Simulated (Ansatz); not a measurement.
Task: a ladder of methods at one geometry of BBrH₄P (charge -1), SMILES P[BH2-]Br, with Ansatz's Python interface. Give the script and its output. Use (for the species named): B3LYP, def2-SVP basis, multiplicity 1. The script varies functional: b3lyp, blyp, hse06, hf, cam_b3lyp.

```yaml
atoms:
  - { symbol: P, position_ang: [1.0777, 0.2834, -0.6913] }
  - { symbol: B, position_ang: [-0.6296, -0.2883, 0.0291] }
  - { symbol: Br, position_ang: [-2.0640, 0.9929, -0.5521] }
  - { symbol: H, position_ang: [1.2351, 1.3639, 0.2672] }
  - { symbol: H, position_ang: [1.8417, -0.6627, 0.1036] }
  - { symbol: H, position_ang: [-0.8851, -1.3790, -0.3756] }
  - { symbol: H, position_ang: [-0.5758, -0.3102, 1.2191] }
```

`methods_bbrh4p.py`
```python
# -*- coding: utf-8 -*-
"""BBrH4P(-) at several levels of theory."""

from pathlib import Path

import ansatz as az
import numpy as np


def main():
    geometry_ang = [
        ("P", (1.0777, 0.2834, -0.6913)),
        ("B", (-0.6296, -0.2883, 0.0291)),
        ("Br", (-2.064, 0.9929, -0.5521)),
        ("H", (1.2351, 1.3639, 0.2672)),
        ("H", (1.8417, -0.6627, 0.1036)),
        ("H", (-0.8851, -1.379, -0.3756)),
        ("H", (-0.5758, -0.3102, 1.2191)),
    ]
    mol = az.Crystal.molecule()
    for symbol, xyz in geometry_ang:
        mol = mol.atom(symbol, xyz)

    setup = mol.calculation().basis(gaussian="def2-SVP").charge(-1)

    print("functional    E (Ha)        dipole (D)   HOMO (eV)  LUMO (eV)")
    for name in ["b3lyp", "blyp", "hse06", "hf", "cam_b3lyp"]:
        rep = setup.functional(name).forces().orbitals().run(threads=1, runs_dir="runs").report
        lines = Path(rep["orbitals_path"]).read_text().splitlines()
        field_of = lambda key: [line.split("=")[1].strip() for line in lines if line.startswith(key)]
        orbitals = [(27.211386 * float(e), s, float(n)) for e, s, n in zip(field_of("Ene="), field_of("Spin="), field_of("Occup="))]
        homo = max(e for e, _, n in orbitals if n > 0.5)
        lumo = min(e for e, _, n in orbitals if n < 0.5)
        dipole = 4.803205 * np.linalg.norm(rep["charge_distribution"]["dipole_moment_e_ang"])
        print(f"{name:10s} {rep['free_energy_ev'] / 27.211386246:14.6f} {dipole:9.3f} {homo:11.3f} {lumo:10.3f}")


if __name__ == "__main__":
    main()
```

```console
$ python methods_bbrh4p.py
functional    E (Ha)        dipole (D)   HOMO (eV)  LUMO (eV)
b3lyp        -2942.454100     2.394      -1.165      5.955
blyp         -2942.382865     2.519      -0.016      5.416
hse06        -2941.933744     2.304      -1.052      5.722
hf           -2939.780720     2.117      -4.185      9.474
cam_b3lyp    -2942.509062     2.327      -2.687      7.311
```

Notes:
- Total energies depend on the basis set; only differences at equal settings carry meaning.
- The geometry is a force-field or estimated start, not a minimum of this method, and the basis set is short of its limit. A lower total doesn't mark the better method: functionals have no common bound, and MP2 and coupled cluster aren't variational.
- An ion's dipole depends on the origin; the program takes it about the centre of nuclear charge.
- b3lyp holds the VWN-RPA fit, as in Gaussian; the form of ORCA and Turbomole is b3lyp5.
- Levels such as HOMO and LUMO are orbital energies: with these approximate functionals they aren't the ionisation energy and electron affinity, and their gap isn't the fundamental gap.
- hse06 follows the composition of plane-wave codes, whose totals differ by tens of mHa, up to about 0.1 Ha, from the form usual in Gaussian-basis programs (wpbeh).
- Anions want diffuse functions, which this basis lacks.
- Timing: 24 s on 1 thread of Arm Neoverse N1, on a shared host, peak memory 0.25 GiB.
